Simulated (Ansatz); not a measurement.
# C3H7AlSi: a ladder of functionals and wavefunction methods

How much do the methods differ for C3H7AlSi? The plan is to run it at one geometry with functionals of several rungs and with coupled cluster, and see how far each lands from CCSD(T) at the basis-set limit for the atomisation energy.

Program: Ansatz 0.2.0, Gaussian basis. Level of theory: functionals in def2-TZVPP, the program's frozen cores in correlated methods. These are calculated values, not measurements.

The runs, in order: PBE-D4, r2SCAN-D4, PBE0-D4, B3LYP-D4, ωB97X-V, ωB97M-V, B2PLYP; CCSD(T)/def2-TZVPP; MP2/def2-QZVPP; extrapolation to the limit.

## Step 1: Structure used throughout

All runs share one geometry, relaxed beforehand with PBE0-D4 in a triple-zeta def2 set.

SMILES `[AlH2]/[CH]=C1/C[SiH2]1`, 12 atoms, charge 0, spin multiplicity 1.

Atoms are counted from 1 here; the program's logs count them from 0.

Bond lengths: Al1–C2 1.935 Å, Al1–H6 1.588 Å, Al1–H7 1.590 Å, C2–C3 1.333 Å, C2–H8 1.094 Å, C3–C4 1.508 Å, C3–Si5 1.828 Å, C4–Si5 1.869 Å, C4–H9 1.089 Å, C4–H10 1.089 Å, Si5–H11 1.479 Å, Si5–H12 1.479 Å. Angles: C2–Al1–H6 117.3°, C2–Al1–H7 121.9°, H6–Al1–H7 120.7°, Al1–C2–C3 116.9°, Al1–C2–H8 125.6°, C3–C2–H8 117.5°, C2–C3–C4 138.8°, C2–C3–Si5 153.8°, C4–C3–Si5 67.4°, C3–C4–Si5 64.5°, C3–C4–H9 116.4°, C3–C4–H10 116.3°, Si5–C4–H9 119.8°, Si5–C4–H10 119.5°, H9–C4–H10 112.3°, C3–Si5–C4 48.1°, C3–Si5–H11 120.3°, C3–Si5–H12 120.3° and more.

## Step 2: PBE-D4 (GGA)

in.yaml

```yaml
crystal:
  periodic: [false, false, false]
  atoms:
    - {symbol: Al, position_ang: [-0.656112, 0.306496, 2.400208]}
    - {symbol: C, position_ang: [-0.937582, -0.615848, 0.722224]}
    - {symbol: C, position_ang: [-0.151135, -0.267597, -0.296201]}
    - {symbol: C, position_ang: [0.062055, -0.636533, -1.742981]}
    - {symbol: Si, position_ang: [1.191728, 0.695716, -1.076875]}
    - {symbol: H, position_ang: [0.481021, 1.414178, 2.442040]}
    - {symbol: H, position_ang: [-1.519181, -0.020283, 3.695095]}
    - {symbol: H, position_ang: [-1.682860, -1.395171, 0.540667]}
    - {symbol: H, position_ang: [0.455391, -1.634040, -1.935061]}
    - {symbol: H, position_ang: [-0.737335, -0.367630, -2.432474]}
    - {symbol: H, position_ang: [2.606584, 0.366134, -0.797389]}
    - {symbol: H, position_ang: [0.964426, 2.099379, -1.485053]}
basis:
  gaussian: {orbitals: def2-TZVPP}
hamiltonian: {xc: pbe, dispersion: d4}
output: {forces: true, orbitals: {seedname: orbitals}}
```

Started as:

```bash
$ ansatz run in.yaml --threads 4 --pin off --events-out ev --progress --plain --max-ram 10444MiB
```

Further steps of the session: r2SCAN-D4 (meta-GGA); PBE0-D4 (hybrid); B3LYP-D4 (hybrid); ωB97X-V (range-separated); ωB97M-V (range-separated); B2PLYP (double hybrid); CCSD(T) in def2-TZVPP; MP2 in def2-QZVPP.

Q: Predict the results of all the runs planned. Wanted: atomisation energy, CCSD(T)/CBS; farthest; mean size of error, hybrid; mean size of error, range-separated; gap, smallest and largest; T1 diagnostic; triples share of the correlation energy.

**Answer**, as computed:

| quantity | value |
| --- | --- |
| atomisation energy, CCSD(T)/CBS | 4229.8 kJ/mol |
| functionals within 21.1 kJ/mol (0.5 %) | PBE0-D4, B3LYP-D4, ωB97M-V |
| farthest | PBE-D4 (+71.0 kJ/mol) |
| mean size of error, hybrid | 10.7 kJ/mol |
| mean size of error, range-separated | 19.2 kJ/mol |
| gap, smallest and largest | 3.32 eV (PBE-D4), 9.54 eV (ωB97X-V) |
| T1 diagnostic | 0.0126 |
| triples share of the correlation energy | 4.4 % |

In words: PBE-D4 is off by +71.0 kJ/mol. Double hybrids carry the basis error of their MP2 part in triple zeta, and no dispersion term here, so their miss is partly the set-up's. Misses under about 21.1 kJ/mol are within the doubt on the reference itself, which lacks core-valence correlation, relativity and higher excitations. Hartree-Fock recovers 74 % of the binding; the rest is correlation. The gap grows from 3.3 to 9.5 eV across the functionals, mostly with the share of exact exchange.
